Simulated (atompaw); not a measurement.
**Iodine: generating and testing a PAW (atompaw) potential**

Aim: build the potential from the settings below, then test how well it stands in for the atom: scattering, ghost states and the plane-wave cutoff that it needs.

The numbers are computed with atompaw 4.2.0.5 (PBE, scalar-relativistic, spin-unpolarised reference atom).

**1. The atom and the settings**

Typed settings, in words:

* element: iodine (I, Z = 53)
* type: PAW
* frozen core: [Ar] 3d10
* valence charge: 25
* reference configuration: 4s2 4p6 4d10 5s2 5p5
* partial waves: 4s (bound): rc 0.90 bohr; 5s (bound): rc 1.35 bohr; 4p (bound): rc 1.05 bohr; 5p (bound): rc 1.50 bohr; 4d (bound): rc 1.50 bohr; 4d channel at -2.5 Ry: rc 1.50 bohr
* local potential: ultrasoft scheme with l = 3 at 0 Ry, radius 1.50 bohr
* core correction: smooth core density matched at 0.90 bohr
* augmentation charge: sinc compensation charge, radius 1.40 bohr; PAW radius 1.50 bohr; waves and projectors: custom polynom gramschmidtortho

**2. Generating the potential**

The input, I.input:

```
I 53
GGA-PBE scalarrelativistic loggrid 1500 logderivrange -15 5 501
5 5 4 0 0 0
5 1 5
0 0 0
c
c
c
v
v
c
c
v
v
c
v
2
1.50 1.40 1.50 0.90
n
n
y
-2.5
n
custom polynom gramschmidtortho sinc
3 0 ultrasoft
0.90
1.35
1.05
1.50
1.50
1.50
PWSCFOUT
UPFDX 0.0125d0 UPFXMIN -7.d0 UPFZMESH 53.d0
END
```

On the command line:

```console
$ atompaw < I.input > I.log
```

**Question.** What will these runs give? Wanted: cutoffs for 10 and 1 mRy, occupied levels; bound ghosts; largest phase difference near zero energy, channels read; lowest eigenvalue of the overlap; share of valence orbitals outside the PAW sphere; UPF file.

The runs gave:

```
                                                quantity                                     value
               cutoffs for 10 and 1 mRy, occupied levels                         100 Ry and 160 Ry
                                            bound ghosts                                none found
largest phase difference near zero energy, channels read                                 0.016 rad
         lowest eigenvalue of the overlap (Bessel basis)                                 0.600 (p)
        share of valence orbitals outside the PAW sphere  4s 1 %, 5s 76 %, 4p 2 %, 5p 89 %, 4d 7 %
                                                UPF file                                   written
```

In words: It counts as hard, with 100 Ry needed at the looser tolerance. The slowest occupied level is 4s: taken alone it needs 140 Ry to come within 1 mRy, against 100 Ry for 4p. The Bessel-basis test finds no level below the valence levels. Near zero energy the phases of the channels with partial waves agree within 0.016 rad. All of this concerns the isolated atom, not yet a solid.
